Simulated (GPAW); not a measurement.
# MgB (Pm-3m) in GPAW: convergence with basis set

Aim: find how far basis set must go before the results for MgB settle, at PBE. This setting moves, with any that are tied to it; all else stays.

Program: GPAW 26.7.0. These are calculated values, not measurements. Logs are shortened: lines on timing, memory, paths and dates and some standing lists are left out, and cuts for length are marked. The log counts tension as positive stress, the text compression.

### 1 The crystal as given

Symmetry: Pm-3m, No. 221, cubic system. The conventional cell has a = 2.895 Å, b = 2.895 Å, c = 2.895 Å, α = 90.00°, β = 90.00°, γ = 90.00°. Mg (site symmetry m-3m) is surrounded by 8 B at 2.51 Å. B (site symmetry m-3m) has 8 Mg at 2.51 Å as nearest neighbours.

The cell was built by a generator and needn't be a form met in nature.

### 2 With basis set lcao:sz(dzp)

Input file run.py:

```python
from ase import Atoms
from ase.dft.bandgap import bandgap
from ase.io import write
from gpaw import GPAW

atoms = Atoms(['Mg', 'B'],
              cell=[[2.89515, 0.0, 0.0],
                    [0.0, 2.89515, 0.0],
                    [0.0, 0.0, 2.89515]],
              scaled_positions=[[0.0, 0.0, 0.0],
                                [0.5, 0.5, 0.5]],
              pbc=True)

calc = GPAW(mode='lcao',
            h=0.16,
            basis='sz(dzp)',
            xc='PBE',
            kpts={'size': (9, 9, 9), 'gamma': True},
            occupations={'name': 'fermi-dirac', 'width': 0.05},
            convergence={'density': 1e-05, 'energy': 1e-05},
            maxiter=100,
            txt='gpaw.txt')
atoms.calc = calc
energy = atoms.get_potential_energy()
forces = atoms.get_forces()
calc.write('gs.gpw')
write('result.traj', atoms)
print(f'Energy: {energy:.6f} eV')
print('Forces (eV/A):')
print(forces.round(4))
print('Fermi level:', round(calc.get_fermi_level(), 4), 'eV')
print(f'Gap: {bandgap(calc)[0]:.4f} eV, direct: {bandgap(calc, direct=True)[0]:.4f} eV')
```

Potentials or basis: GPAW PAW data sets (gpaw-data 1.2.1), lcao:sz(dzp).

The run is started by

```sh
OMP_NUM_THREADS=1 python run.py
```

gpaw.txt:

```text
__  _  _
 | _ |_)|_||  |
 |__||  | ||/\| - 26.7.0

Input parameters:
  mode=LCAO(),
  basis={'default': 'sz(dzp)'},
  convergence={'density': 1e-05, 'energy': 1e-05},
  h=0.16,
  kpts=MonkhorstPack(size=(9, 9, 9), gamma=True),
  maxiter=100,
  occupations=Occupations(name='fermi-dirac', width=0.05),
  xc=XC(name='PBE')
   .------.
  /|      |
 * |      |
 | | B    |
 | .------.
 |/      /
 Mg-----*

Atoms  # Å, Bohr magnetons
|   | symbol |        x |        y |        z |    initial magnetic moments |
|---|--------|----------|----------|----------|-----------------------------|
| 0 |     Mg | 0.000000 | 0.000000 | 0.000000 | ( 0.0000,  0.0000,  0.0000) |
| 1 |      B | 1.447575 | 1.447575 | 1.447575 | ( 0.0000,  0.0000,  0.0000) |

Unit cell  # Å
| periodic |        x |        y |        z |  lengths |    angles |
|----------|----------|----------|----------|----------|-----------|
|      yes | 2.895150 | 0.000000 | 0.000000 | 2.895150 | 90.000000 |
|      yes | 0.000000 | 2.895150 | 0.000000 | 2.895150 | 90.000000 |
|      yes | 0.000000 | 0.000000 | 2.895150 | 2.895150 | 90.000000 |

Number of symmetries: 48
Symmetry operations  # r_c * U_cc + t_c -> r_c
|    | kind |            matrix            |
|----|------|------------------------------|
|  0 |  E   |  1, 0, 0,  0, 1, 0,  0, 0, 1 |
|  1 |  σ   |  1, 0, 0,  0, 1, 0,  0, 0,-1 |
|  2 |  σ   |  1, 0, 0,  0, 0, 1,  0, 1, 0 |
|  3 |  C4  |  1, 0, 0,  0, 0, 1,  0,-1, 0 |
|  4 |  C4  |  1, 0, 0,  0, 0,-1,  0, 1, 0 |
|  5 |  σ   |  1, 0, 0,  0, 0,-1,  0,-1, 0 |
|  6 |  σ   |  1, 0, 0,  0,-1, 0,  0, 0, 1 |
|  7 |  C2  |  1, 0, 0,  0,-1, 0,  0, 0,-1 |
|  8 |  σ   |  0, 1, 0,  1, 0, 0,  0, 0, 1 |
|  9 |  C2  |  0, 1, 0,  1, 0, 0,  0, 0,-1 |
| 10 |  C3  |  0, 1, 0,  0, 0, 1,  1, 0, 0 |
| 11 |  S6  |  0, 1, 0,  0, 0, 1, -1, 0, 0 |
| 12 |  S6  |  0, 1, 0,  0, 0,-1,  1, 0, 0 |
| 13 |  C3  |  0, 1, 0,  0, 0,-1, -1, 0, 0 |
| 14 |  C4  |  0, 1, 0, -1, 0, 0,  0, 0, 1 |
| 15 |  S4  |  0, 1, 0, -1, 0, 0,  0, 0,-1 |
| 16 |  C3  |  0, 0, 1,  1, 0, 0,  0, 1, 0 |
[... 17 lines left out ...]
| 34 |  S6  |  0,-1, 0,  0, 0, 1,  1, 0, 0 |
| 35 |  C3  |  0,-1, 0,  0, 0, 1, -1, 0, 0 |
| 36 |  C3  |  0,-1, 0,  0, 0,-1,  1, 0, 0 |
| 37 |  S6  |  0,-1, 0,  0, 0,-1, -1, 0, 0 |
| 38 |  σ   |  0,-1, 0, -1, 0, 0,  0, 0, 1 |
[... 337 lines left out ...]
  Pratt-step length: 0.05
  Maximum mixing coefficient: 0.75
  Old densities: 10
  SVD Regularization: 0.005
  Good broyden scale: 1.0
  Trust region scale: 1.0
  Backstep threshold: 4.0
  History deletion threshold: 6.0
  Fourier metric: weight=20.0, sigma=0.015

occupation numbers:
  Fermi-Dirac:
    width: 0.0500  # eV

FastPoissonSolver using
    Stencil: 6*3+1=19 point O(h^6) finite-difference Laplacian
    FFT axes: [np.int64(0), np.int64(1), np.int64(2)]
    FST axes: []

xc functional:
  name: PBE with 2 nearest neighbor stencil
interpolation: tri-quintic # 5. degree polynomial

convergence criteria:
- Maximum integral of absolute [dens]ity change: 1e-05 electrons / valence electron
- Maximum [total energy] change in last 3 cyles: 1e-05 eV / valence electron
- Maximum integral of absolute [eigenst]ate change: 4e-08 eV^2 / valence electron
maximum number of iterations: 100

SCF iterations
|iter     | |      energy | eigst |  dens |
|---------|-|-------------|-------|-------|
|iter:   1| |   -5.955734 |      c|       |
|iter:   2| |   -5.928844 |      c| -1.31 |
|iter:   3| |   -5.789171 |      c| -1.34 |
|iter:   4| |   -5.788144 |      c| -2.07 |
|iter:   5| |   -5.788167 |      c| -2.49 |
|iter:   6| |   -5.788166c|      c| -4.33 |
|iter:   7| |   -5.788166c|      c| -4.96 |
|iter:   8| |   -5.788166c|      c| -6.24c|

Converged in 8 steps
Energy contributions relative to reference atoms: (reference = -6119.134456)

Energy contributions:
  Kinetic:           2.943069
  Coulomb:           0.739799
  Zero:              0.006537
  External:          0.000000
  Xc:               -9.474794
  Entropy:          -0.005553
  Spinorbit:         0.000000
  ----------------------------
  Free energy:      -5.790943
  Extrapolated:     -5.788166

dipole moment: (-4.195222, -4.195222, -4.195222)  # |e|*Ang

Fermi level: 6.860
Eigenvalues  # (at kpt = [0.000, 0.000, 0.000])
| band index |      eig [eV] | occ [0-2] |
|------------|---------------|-----------|
|          0 |       -69.496 |     2.000 |
|          1 |       -36.267 |     2.000 |
|          2 |       -36.267 |     2.000 |
|          3 |       -36.267 |     2.000 |
|          4 |        -4.411 |     2.000 |
|          5 |         8.977 |     0.000 |
|          6 |         8.977 |     0.000 |
|          7 |         8.977 |     0.000 |
|          8 |        15.923 |     0.000 |
|          9 |        24.743 |     0.000 |
|         10 |        24.743 |     0.000 |
|         11 |        24.743 |     0.000 |

No gap
No difference between direct/indirect transitions

Forces  # eV/Ang
|       x |        y |       z |
|---------|----------|---------|
| 0.00000 |  0.00000 | 0.00000 |  # Mg   0
| 0.00000 | -0.00000 | 0.00000 |  # B    1

# Writing to gs.gpw (mode='')
```

stdout:

```text
Energy: -5.788166 eV
Forces (eV/A):
[[ 0.  0.  0.]
 [ 0. -0.  0.]]
Fermi level: 6.8598 eV
Gap: 0.0000 eV, direct: 0.0000 eV
```

Wall time 3.1 min (1 thread of Arm Neoverse V1, shared host); peak memory 0.18 GiB.

What came out:

```
Free energy            : -5.7909 eV
Band gap on the k mesh : none (metal or under the smearing width)
```

### 3 With basis set lcao:szp(dzp)

Changes to run.py since step 2:

```diff
@@ -15,3 +15,3 @@
             h=0.16,
-            basis='sz(dzp)',
+            basis='szp(dzp)',
             xc='PBE',
```

Potentials or basis: GPAW PAW data sets (gpaw-data 1.2.1), lcao:szp(dzp).

The run is started by

```sh
OMP_NUM_THREADS=1 python run.py
```

It took 6.1 min on 1 thread of Arm Neoverse V1, shared host; peak memory 0.2 GiB.

Results:

```
Free energy            : -5.9400 eV
Band gap on the k mesh : none (metal or under the smearing width)
```

### 4 With basis set lcao:dz(dzp)

Changes to run.py since step 3:

```diff
@@ -15,3 +15,3 @@
             h=0.16,
-            basis='szp(dzp)',
+            basis='dz(dzp)',
             xc='PBE',
```

Potentials or basis: GPAW PAW data sets (gpaw-data 1.2.1), lcao:dz(dzp).

The run is started by

```sh
OMP_NUM_THREADS=1 python run.py
```

Run time: 4.6 min. Hardware: 1 thread of Arm Neoverse V1, shared host; peak memory 0.2 GiB.

What came out:

| Item | Value |
| --- | --- |
| Free energy | -6.3130 eV |
| Band gap on the k mesh | none (metal or under the smearing width) |

### 5 With basis set lcao:dzp

Changes to run.py since step 4:

```diff
@@ -15,3 +15,3 @@
             h=0.16,
-            basis='dz(dzp)',
+            basis='dzp',
             xc='PBE',
```

Potentials or basis: GPAW PAW data sets (gpaw-data 1.2.1), lcao:dzp.

The run is started by

```sh
OMP_NUM_THREADS=1 python run.py
```

It took 8.7 min on 1 thread of Arm Neoverse V1, shared host; peak memory 0.23 GiB.

Results (log left out):

```yaml
Free_energy: -6.3642 eV
Band_gap_on_the_k_mesh: none (metal or under the smearing width)
```

### 6 With basis set fd

Changes to run.py since step 5:

```diff
@@ -13,5 +13,4 @@
 
-calc = GPAW(mode='lcao',
+calc = GPAW(mode='fd',
             h=0.16,
-            basis='dzp',
             xc='PBE',
@@ -19,2 +18,3 @@
             occupations={'name': 'fermi-dirac', 'width': 0.05},
+            nbands=15,
             convergence={'density': 1e-05, 'energy': 1e-05},
```

Potentials or basis: GPAW PAW data sets (gpaw-data 1.2.1), fd.

The run is started by

```sh
OMP_NUM_THREADS=1 python run.py
```

Run time: 37 s. Hardware: 1 thread of Arm Neoverse V1, shared host; peak memory 0.25 GiB.

The run converged. Its results:

```
Free energy            : -6.7341 eV
Band gap on the k mesh : none (metal or under the smearing width)
```

### 7 With basis set pw

Changes to run.py since step 6:

```diff
@@ -3,3 +3,4 @@
 from ase.io import write
-from gpaw import GPAW
+from ase.units import GPa
+from gpaw import GPAW, PW
 
@@ -13,4 +14,3 @@
 
-calc = GPAW(mode='fd',
-            h=0.16,
+calc = GPAW(mode=PW(800),
             xc='PBE',
@@ -25,2 +25,3 @@
 forces = atoms.get_forces()
+stress = atoms.get_stress()
 calc.write('gs.gpw')
@@ -30,2 +31,3 @@
 print(forces.round(4))
+print('Stress (GPa):', (stress / GPa).round(3))
 print('Fermi level:', round(calc.get_fermi_level(), 4), 'eV')
```

Potentials or basis: GPAW PAW data sets (gpaw-data 1.2.1), pw.

The run is started by

```sh
OMP_NUM_THREADS=1 python run.py
```

Wall time 9.1 s (1 thread of Arm Neoverse V1, shared host); peak memory 0.14 GiB.

Results (log left out):

* Free energy: -6.7286 eV
* Pressure: -0.1 GPa
* Band gap on the k mesh: none (metal or under the smearing width)

### 8 Summary

| basis set | energy less the tightest run, at zero smearing (meV/atom) | SCF cycles | CPU time (s) | peak memory (GiB) |
| --- | --- | --- | --- | --- |
| lcao:sz(dzp) | 468.55 | 8 | 190 | 0.18 |
| lcao:szp(dzp) | 394.19 | 7 | 360 | 0.2 |
| lcao:dz(dzp) | 207.63 | 8 | 280 | 0.2 |
| lcao:dzp | 182.06 | 8 | 520 | 0.23 |
| fd | -2.72 | 12 | 37 | 0.25 |
| pw | 0.00 | 8 | 9.1 | 0.14 |

Not settled before the last step: the energy (to 1 meV/atom). The tightest run that finished is the yardstick and may itself not be fully converged.
